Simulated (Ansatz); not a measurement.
# Cs2RbAlBr6: the cost of one run

Computed with Ansatz 0.2.0 (DFT PBEsol, scalar-relativistic, plane waves, PAW, unless a step's input says otherwise).

### Step 1. The system as given

It takes space group Fm-3m (No. 225, cubic). Conventional cell: a = 11.636 Å, b = 11.636 Å, c = 11.636 Å, α = 90.00°, β = 90.00°, γ = 90.00°. Around Cs (site symmetry -43m) lie 12 Br at 4.13 Å. Around Rb (site symmetry m-3m) lie 6 Br at 3.29 Å. Al (site symmetry m-3m) is surrounded by 6 Br at 2.53 Å. Around Br (site symmetry 4mm) lie 1 Al at 2.53 Å and 1 Rb at 3.29 Å.

As a file:

```cif
data_structure
_symmetry_space_group_name_H-M 'Fm-3m'
_symmetry_Int_Tables_number 225
_cell_length_a 11.6361
_cell_length_b 11.6361
_cell_length_c 11.6361
_cell_angle_alpha 90.000
_cell_angle_beta 90.000
_cell_angle_gamma 90.000
_cell_volume 1575.53
loop_
_atom_site_label
_atom_site_type_symbol
_atom_site_symmetry_multiplicity
_atom_site_Wyckoff_symbol
_atom_site_fract_x
_atom_site_fract_y
_atom_site_fract_z
_atom_site_occupancy
Cs1 Cs 8 c 0.25000 0.25000 0.75000 1
Rb1 Rb 4 b 0.50000 0.00000 0.00000 1
Al1 Al 4 a 0.00000 0.00000 0.00000 1
Br1 Br 24 e 0.21757 0.00000 0.00000 1
```

Source of the structure: the Materials Project (structure only).

(A quick probe on a coarse mesh, which set the mesh and smearing, is not shown.)

### Step 3. Relaxing cell and atoms

File input.yaml:

```yaml
crystal:
  lattice:
    - [0.0, 5.81807, 5.81807]
    - [5.81807, 0.0, 5.81807]
    - [5.81807, 5.81807, 0.0]
  atoms:
    - { symbol: Cs, position: [0.75, 0.75, 0.75] }
    - { symbol: Cs, position: [0.25, 0.25, 0.25] }
    - { symbol: Rb, position: [0.5, 0.5, 0.5] }
    - { symbol: Al, position: [0.0, 0.0, 0.0] }
    - { symbol: Br, position: [0.78243, 0.21757, 0.21757] }
    - { symbol: Br, position: [0.21757, 0.21757, 0.78243] }
    - { symbol: Br, position: [0.21757, 0.78243, 0.78243] }
    - { symbol: Br, position: [0.21757, 0.78243, 0.21757] }
    - { symbol: Br, position: [0.78243, 0.21757, 0.78243] }
    - { symbol: Br, position: [0.78243, 0.78243, 0.21757] }
basis:
  ecutwfc: 420
kpoints:
  mp_grid: { grid: [4, 4, 4] }
hamiltonian:
  xc: pbesol
scf:
  occupations: { method: gaussian, width: 0.02 }
output:
  forces: true
  stress: true
  eigenvalues: true
relax:
  adjacent_minimum: "off"
  f_tol: 0.005
  max_steps: 80
  cell: { stress_tol: 0.05 }
```

Launch:

```bash
ansatz run input.yaml --threads 2 --pin off --max-ram 5120MiB --backend cpu --events-out ev --progress --plain --runs-dir out
```

Q: Estimate wall time and peak memory on 2 threads of Intel Xeon at 2.50GHz (Skylake/Cascade Lake), shared host.

About 70 s, with a peak of 0.78 GiB.
